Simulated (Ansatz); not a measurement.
**CF3NOTi: a ladder of functionals and wavefunction methods**

One table from this session's results is given with a row withheld; the runs are named, their logs left out.

Program: Ansatz 0.2.0, Gaussian basis. Level of theory: functionals in def2-TZVPP, the program's frozen cores in correlated methods. These are calculated values, not measurements.

Plan: LDA (SPW92), PBE-D4, revPBE-D4, BLYP-D4, r2SCAN-D4, B97M-V, PBE0-D4, B3LYP-D4, r2SCANh-D4, r2SCAN0-D4, HSE06-D4, BHLYP-D4, CAM-B3LYP-D4, LC-ωPBE, ωB97X-V, ωB97M-V, B2PLYP, PBE-QIDH; CCSD(T)/def2-SVP; CCSD(T)/def2-TZVPP; MP2/def2-QZVPP; extrapolation to the limit; RPA on PBE.

**The geometry**

The geometry comes from an earlier relaxation with PBE0-D4 in a triple-zeta def2 set; it is a stationary point, not always the lowest conformer.

SMILES `O=C=[N][Ti]([F])([F])[F]`, 7 atoms, charge 0, spin multiplicity 1.

Atoms are counted from 1 here; the program's logs count them from 0.

Bond lengths: O1–C2 1.159 Å, C2–N3 1.205 Å, N3–Ti4 1.862 Å, Ti4–F5 1.741 Å, Ti4–F6 1.741 Å, Ti4–F7 1.741 Å. Angles: O1–C2–N3 180.0°, C2–N3–Ti4 179.2°, N3–Ti4–F5 109.6°, N3–Ti4–F6 109.6°, N3–Ti4–F7 109.6°, F5–Ti4–F6 109.3°, F5–Ti4–F7 109.4°, F6–Ti4–F7 109.4°.

As a file:

```mol
CF3NOTi
  3D, bonds by distance, orders not assigned

  7  6  0  0  0  0  0  0  0  0999 V2000
    0.4876    3.0120    0.8167 O   0  0
    0.3107    1.9085    0.5100 C   0  0
    0.1264    0.7616    0.1904 N   0  0
   -0.1508   -1.0190   -0.2802 Ti  0  0
   -1.3751   -1.7102    0.7464 F   0  0
    1.3323   -1.9106   -0.0896 F   0  0
   -0.6698   -1.1101   -1.9394 F   0  0
  1  2  8  0
  2  3  8  0
  3  4  8  0
  4  5  8  0
  4  6  8  0
  4  7  8  0
M  END
```

Set-up of the first run:

Input file in.yaml:

```yaml
crystal:
  periodic: [false, false, false]
  atoms:
    - {symbol: O, position_ang: [0.487640, 3.012012, 0.816659]}
    - {symbol: C, position_ang: [0.310659, 1.908464, 0.510008]}
    - {symbol: N, position_ang: [0.126400, 0.761556, 0.190360]}
    - {symbol: Ti, position_ang: [-0.150756, -1.019021, -0.280158]}
    - {symbol: F, position_ang: [-1.375139, -1.710210, 0.746390]}
    - {symbol: F, position_ang: [1.332267, -1.910628, -0.089562]}
    - {symbol: F, position_ang: [-0.669772, -1.110073, -1.939396]}
basis:
  gaussian: {orbitals: def2-TZVPP}
hamiltonian: {xc: lda}
output: {orbitals: {seedname: orbitals}}
```

Run with:

```bash
> ansatz run in.yaml --threads 4 --pin off --events-out ev --progress --plain --max-ram 11315MiB
```

Among the steps run: LDA; PBE-D4 (GGA); revPBE-D4 (GGA); BLYP-D4 (GGA); r2SCAN-D4 (meta-GGA); B97M-V (meta-GGA); PBE0-D4 (hybrid); B3LYP-D4 (hybrid); r2SCANh-D4 (hybrid); r2SCAN0-D4 (hybrid); HSE06-D4 (hybrid); BHLYP-D4 (hybrid); CAM-B3LYP-D4 (range-separated); LC-ωPBE (range-separated); ωB97X-V (range-separated); ωB97M-V (range-separated); B2PLYP (double hybrid); PBE-QIDH (double hybrid).

One table of the session follows, with a row left open; its other results are not shown here.

It belongs to the step «Orbital energies across the functionals». 

```
  functional  HOMO (eV)  LUMO (eV)  gap (eV)
 LDA (SPW92)      -8.49      -4.39      4.10
      PBE-D4      -8.20      -4.08      4.12
   revPBE-D4      -8.10      -3.97      4.13
     BLYP-D4      -8.09      -4.01      4.08
   r2SCAN-D4      -8.54      -4.07      4.47
      B97M-V      -8.55      -4.05      4.50
     PBE0-D4      -9.64      -3.26      6.38
    B3LYP-D4      -9.41      -3.55      5.86
  r2SCANh-D4          ?          ?         ?
  r2SCAN0-D4      -9.89      -3.24      6.65
    HSE06-D4      -9.24      -3.64      5.60
    BHLYP-D4     -11.00      -2.25      8.75
CAM-B3LYP-D4     -11.00      -2.21      8.80
     LC-ωPBE     -12.25      -1.00     11.24
     ωB97X-V     -11.91      -1.01     10.90
     ωB97M-V     -11.83      -1.01     10.82
```

**Question.** Estimate the row for r2SCANh-D4.

Worked estimate for «HOMO (eV)». Against the share of exact exchange, r2SCAN-D4 (0, -8.54), r2SCAN0-D4 (0.25, -9.89) give a slope of -5.40 per unit share; at 0.1 the line stands at -9.08.

**Answer.** HOMO (eV): -9.08; LUMO (eV): -3.75; gap (eV): 5.33. In «HOMO (eV)» the line misses by 0.00.
